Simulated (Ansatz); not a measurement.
# C₂H₉AlS: one species, many methods

One table from this session's results is given with a row withheld; the runs are named, their logs left out.

Method: functionals in def2-TZVPP, the program's frozen cores in correlated methods; program: Ansatz 0.2.0, Gaussian basis.

Levels to be run: LDA (SPW92), PBE-D4, revPBE-D4, BLYP-D4, r2SCAN-D4, B97M-V, PBE0-D4, B3LYP-D4, r2SCANh-D4, r2SCAN0-D4, HSE06-D4, BHLYP-D4, CAM-B3LYP-D4, LC-ωPBE, ωB97X-V, ωB97M-V, B2PLYP, PBE-QIDH; CCSD(T)/def2-SVP; CCSD(T)/def2-TZVPP; MP2/def2-QZVPP; extrapolation to the limit; RPA on PBE.

### Structure used throughout

An earlier PBE0-D4 in a triple-zeta def2 set relaxation fixed the geometry.

SMILES `[CH3][AlH-]([CH3])[SH2+]`, 13 atoms, charge 0, spin multiplicity 1.

Atoms are counted from 1 here; the program's logs count them from 0.

Bond lengths: C1–Al2 1.971 Å, C1–H5 1.095 Å, C1–H6 1.095 Å, C1–H7 1.096 Å, Al2–C3 1.969 Å, Al2–S4 2.571 Å, Al2–H8 1.604 Å, C3–H9 1.096 Å, C3–H10 1.095 Å, C3–H11 1.094 Å, S4–H12 1.345 Å, S4–H13 1.344 Å. Angles: Al2–C1–H5 112.9°, Al2–C1–H6 112.6°, Al2–C1–H7 110.2°, H5–C1–H6 107.8°, H5–C1–H7 106.4°, H6–C1–H7 106.5°, C1–Al2–C3 119.2°, C1–Al2–S4 100.1°, C1–Al2–H8 117.8°, C3–Al2–S4 98.0°, C3–Al2–H8 118.7°, S4–Al2–H8 92.8°, Al2–C3–H9 110.1°, Al2–C3–H10 112.7°, Al2–C3–H11 112.7°, H9–C3–H10 106.5°, H9–C3–H11 106.6°, H10–C3–H11 107.8° and more.

Geometry (Å):

```mol
C2H9AlS
  3D, bonds by distance, orders not assigned

 13 12  0  0  0  0  0  0  0  0999 V2000
   -0.5470    1.6088   -0.4634 C   0  0
   -0.1901   -0.3227   -0.6290 Al  0  0
    1.6574   -0.9774   -0.4440 C   0  0
   -1.0892   -1.1423    1.6364 S   0  0
   -1.6080    1.8348   -0.3164 H   0  0
    0.0114    2.0712    0.3576 H   0  0
   -0.2426    2.1300   -1.3785 H   0  0
   -1.2416   -1.2092   -1.4546 H   0  0
    2.2248   -0.7661   -1.3577 H   0  0
    2.1980   -0.4930    0.3759 H   0  0
    1.7087   -2.0590   -0.2866 H   0  0
   -0.5786   -0.1789    2.4231 H   0  0
   -2.2827   -0.5310    1.5519 H   0  0
  1  2  8  0
  2  3  8  0
  2  4  8  0
  1  5  8  0
  1  6  8  0
  1  7  8  0
  2  8  8  0
  3  9  8  0
  3 10  8  0
  3 11  8  0
  4 12  8  0
  4 13  8  0
M  END
```

The first run:

in.yaml

```yaml
crystal:
  periodic: [false, false, false]
  atoms:
    - {symbol: C, position_ang: [-0.546958, 1.608786, -0.463443]}
    - {symbol: Al, position_ang: [-0.190138, -0.322666, -0.628950]}
    - {symbol: C, position_ang: [1.657387, -0.977399, -0.444021]}
    - {symbol: S, position_ang: [-1.089164, -1.142344, 1.636429]}
    - {symbol: H, position_ang: [-1.607960, 1.834805, -0.316379]}
    - {symbol: H, position_ang: [0.011353, 2.071217, 0.357561]}
    - {symbol: H, position_ang: [-0.242628, 2.130009, -1.378525]}
    - {symbol: H, position_ang: [-1.241575, -1.209247, -1.454603]}
    - {symbol: H, position_ang: [2.224761, -0.766062, -1.357689]}
    - {symbol: H, position_ang: [2.197961, -0.493045, 0.375938]}
    - {symbol: H, position_ang: [1.708651, -2.058991, -0.286559]}
    - {symbol: H, position_ang: [-0.578621, -0.178881, 2.423096]}
    - {symbol: H, position_ang: [-2.282669, -0.530981, 1.551945]}
basis:
  gaussian: {orbitals: def2-TZVPP}
hamiltonian: {xc: lda}
output: {orbitals: {seedname: orbitals}}
```

Among the steps run: LDA; PBE-D4 (GGA); revPBE-D4 (GGA); BLYP-D4 (GGA); r2SCAN-D4 (meta-GGA); B97M-V (meta-GGA); PBE0-D4 (hybrid); B3LYP-D4 (hybrid); r2SCANh-D4 (hybrid); r2SCAN0-D4 (hybrid); HSE06-D4 (hybrid); BHLYP-D4 (hybrid); CAM-B3LYP-D4 (range-separated); LC-ωPBE-D4 (range-separated; the results give it without D4); ωB97X-V (range-separated); ωB97M-V (range-separated); B2PLYP (double hybrid); PBE-QIDH (double hybrid).

One of the session's tables, all rows but one given; the rest of the session is left out.

It belongs to the step «Frontier levels by functional». 

| functional | HOMO (eV) | gap (eV) |
| --- | --- | --- |
| LDA (SPW92) | -6.11 | 4.52 |
| PBE-D4 | -5.98 | 4.48 |
| revPBE-D4 | -5.92 | 4.47 |
| BLYP-D4 | -5.85 | 4.42 |
| r2SCAN-D4 | -6.23 | 5.01 |
| B97M-V | -6.32 | 5.00 |
| PBE0-D4 | -7.24 | 6.75 |
| B3LYP-D4 | -7.02 | 6.24 |
| r2SCANh-D4 | -6.71 | 5.85 |
| r2SCAN0-D4 | -7.42 | 7.10 |
| HSE06-D4 | ? | ? |
| BHLYP-D4 | -8.42 | 8.94 |
| CAM-B3LYP-D4 | -8.63 | 9.24 |
| LC-ωPBE | -10.01 | 11.89 |
| ωB97X-V | -9.64 | 11.35 |
| ωB97M-V | -9.50 | 10.97 |

**Question.** Estimate the row for HSE06-D4.

**Answer.** HOMO (eV): -6.84; gap (eV): 5.96. In the column «HOMO (eV)» it lies between B3LYP-D4 (-7.02) and r2SCANh-D4 (-6.71).
